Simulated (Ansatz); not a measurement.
**AlGeH8NSi: one species, many methods**

How much do the methods differ for AlGeH8NSi? The plan is to run it at one geometry with functionals of several rungs and with coupled cluster. The yardstick is the atomisation energy at the CCSD(T) limit.

Method: functionals in def2-TZVPP, the program's frozen cores in correlated methods; program: Ansatz 0.2.0, Gaussian basis.

Levels to be run: LDA (SPW92), PBE-D4, revPBE-D4, BLYP-D4, r2SCAN-D4, B97M-V, PBE0-D4, B3LYP-D4, r2SCANh-D4, r2SCAN0-D4, HSE06-D4, BHLYP-D4, CAM-B3LYP-D4, LC-ωPBE, ωB97X-V, ωB97M-V, B2PLYP, PBE-QIDH; CCSD(T)/def2-SVP; CCSD(T)/def2-TZVPP; MP2/def2-QZVPP; extrapolation to the limit; RPA on PBE.

**1. The geometry**

An earlier PBE0-D4 in a triple-zeta def2 set relaxation fixed the geometry.

SMILES `[AlH2][NH][SiH2][GeH3]`, 12 atoms, charge 0, spin multiplicity 1.

Atoms are counted from 1 here; the program's logs count them from 0.

Bond lengths: Al1–N2 1.784 Å, Al1–H5 1.583 Å, Al1–H6 1.580 Å, N2–Si3 1.730 Å, N2–H7 1.012 Å, Si3–Ge4 2.384 Å, Si3–H8 1.487 Å, Si3–H9 1.492 Å, Ge4–H10 1.542 Å, Ge4–H11 1.540 Å, Ge4–H12 1.540 Å. Angles: N2–Al1–H5 117.4°, N2–Al1–H6 117.9°, H5–Al1–H6 124.8°, Al1–N2–Si3 129.1°, Al1–N2–H7 116.3°, Si3–N2–H7 114.5°, N2–Si3–Ge4 112.0°, N2–Si3–H8 107.1°, N2–Si3–H9 112.0°, Ge4–Si3–H8 109.5°, Ge4–Si3–H9 107.9°, H8–Si3–H9 108.2°, Si3–Ge4–H10 110.5°, Si3–Ge4–H11 111.0°, Si3–Ge4–H12 112.0°, H10–Ge4–H11 107.4°, H10–Ge4–H12 107.6°, H11–Ge4–H12 108.1°.

**2. LDA**

This LDA is Slater exchange with PW92 correlation.

in.yaml

```yaml
crystal:
  periodic: [false, false, false]
  atoms:
    - {symbol: Al, position_ang: [-1.656216, 2.027665, 0.375962]}
    - {symbol: N, position_ang: [-0.085189, 1.183971, 0.331368]}
    - {symbol: Si, position_ang: [0.296535, -0.436736, 0.799743]}
    - {symbol: Ge, position_ang: [1.119105, -1.723854, -1.030743]}
    - {symbol: H, position_ang: [-1.696036, 3.519721, -0.150825]}
    - {symbol: H, position_ang: [-2.903982, 1.235326, 0.933961]}
    - {symbol: H, position_ang: [0.697321, 1.710522, -0.036740]}
    - {symbol: H, position_ang: [-0.956290, -1.051141, 1.314262]}
    - {symbol: H, position_ang: [1.317540, -0.479793, 1.887198]}
    - {symbol: H, position_ang: [2.355487, -1.046319, -1.654341]}
    - {symbol: H, position_ang: [0.055780, -1.851939, -2.137617]}
    - {symbol: H, position_ang: [1.532846, -3.142526, -0.598229]}
basis:
  gaussian: {orbitals: def2-TZVPP}
hamiltonian: {xc: lda}
output: {orbitals: {seedname: orbitals}}
```

The runs that follow: PBE-D4 (GGA); revPBE-D4 (GGA); BLYP-D4 (GGA); r2SCAN-D4 (meta-GGA); B97M-V (meta-GGA); PBE0-D4 (hybrid); B3LYP-D4 (hybrid); r2SCANh-D4 (hybrid); r2SCAN0-D4 (hybrid); HSE06-D4 (hybrid); BHLYP-D4 (hybrid); CAM-B3LYP-D4 (range-separated); LC-ωPBE (range-separated); ωB97X-V (range-separated); ωB97M-V (range-separated); B2PLYP (double hybrid); PBE-QIDH (double hybrid); CCSD(T) in def2-SVP; CCSD(T) in def2-TZVPP; MP2 in def2-QZVPP; RPA on PBE orbitals.

**Question.** What will the summary of the whole plan be? Wanted: atomisation energy, CCSD(T)/CBS; farthest beyond LDA; mean size of error, GGA; mean size of error, meta-GGA; mean size of error, hybrid; mean size of error, range-separated; mean size of error, double hybrid; gap, smallest and largest; T1 diagnostic.

The runs gave:

| quantity | value |
| --- | --- |
| atomisation energy, CCSD(T)/CBS | 36.196 eV |
| functionals within 0.362 eV (1.0 %) | r2SCAN-D4, B3LYP-D4, CAM-B3LYP-D4, ωB97X-V, ωB97M-V |
| farthest beyond LDA | revPBE-D4 (-1.155 eV) |
| mean size of error, GGA | 0.754 eV |
| mean size of error, meta-GGA | 0.300 eV |
| mean size of error, hybrid | 0.548 eV |
| mean size of error, range-separated | 0.254 eV |
| mean size of error, double hybrid | 0.709 eV |
| gap, smallest and largest | 4.32 eV (LDA (SPW92)), 10.86 eV (LC-ωPBE) |
| T1 diagnostic | 0.0122 |
| triples share of the correlation energy | 3.4 % |

In words: The LDA atomisation energy is off by 3.789 eV (10 %): it overbinds. PBE-D4 misses by -0.556 eV. Double hybrids carry the basis error of their MP2 part in triple zeta, and no dispersion term here, so their miss is partly the set-up's. The rungs range-separated, meta-GGA miss on average by less than the doubt on the reference (0.362 eV), so they tie. The reference freezes the cores and leaves out relativity and excitations past (T), and its outer-core shells are covered unevenly, so misses under about 0.362 eV can't be ranked. Hartree-Fock recovers 73 % of the binding; the rest is correlation. CCSD(T) in def2-SVP is off by -2.662 eV, worse than the median functional, from the basis alone. The gap grows from 4.3 to 10.9 eV across the functionals, mostly with the share of exact exchange. Correlated methods include outer-core shells of Ge, which these sets cover unevenly.
